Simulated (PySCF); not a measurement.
# I2Tb (Tb(I)2+): the cost of one run

Program: PySCF 2.14.0. Level of theory: several levels, as the steps say, no spin–orbit coupling. These are calculated values, not measurements.

1 further run of the same task is left out (for a known fault of the program).

**1. The starting structure**

3 atoms, charge 1, spin multiplicity 1.

Bond lengths: Tb1–I2 2.739 Å, Tb1–I3 2.739 Å. Angles: I2–Tb1–I3 109.2°.

Geometry (Å):

```xyz
3
charge 1, multiplicity 1
Tb    0.0000    0.0000   -0.9956
I     2.2320    0.0000    0.5915
I    -2.2320    0.0000    0.5915
```

Formal oxidation states: Tb +3. Each metal's 8 4f electrons lie in its core potential, so multiplicities, spins and levels count the valence alone. An earlier session relaxed this geometry at PBE0, Tb lcecp-1-SVP with ECP54, I def2-SVP with ECP28 (singlet, point group C2v).

At PBE0 on the finer grid: E = -631.791966 Eh, HOMO -11.89 eV, LUMO -7.67 eV, Mulliken charge on Tb1 +1.11 e, largest force component 0.004 eV/Å. 

Levels to run: BP86; M06-L; PBE0, TZVP. Hardware: 2 threads of Arm Neoverse V1, shared host.

**2. BP86**

File run.py (the lines that set the calculation):

```python
mol = gto.M(atom='''
Tb     0.00000     0.00000    -0.99555
I      2.23202     0.00000     0.59150
I     -2.23202     0.00000     0.59150''',
    basis={'Tb': 'lcecp-1-SVP', 'I': 'def2-SVP'},
    ecp={'Tb': 'lcecp-1-SVP', 'I': 'def2-SVP'},
    charge=1, spin=0)
mf = dft.RKS(mol, xc='B88,P86')
mf.grids.atom_grid = (75, 302)  # f atoms: unpruned, at least (60, 302)
mf = mf.density_fit()  # fitting sets: Tb AutoAux, I def2-universal-JKFIT
mf.conv_tol = 1e-08; mf.max_cycle = 55
mf.kernel(dm0)  # dm0: the density of the relaxed state
```

Run with:

```
$ OMP_NUM_THREADS=2 python run.py
```

**Question.** How long does this run take on 2 threads of Arm Neoverse V1, shared host?

About 4.9 s.
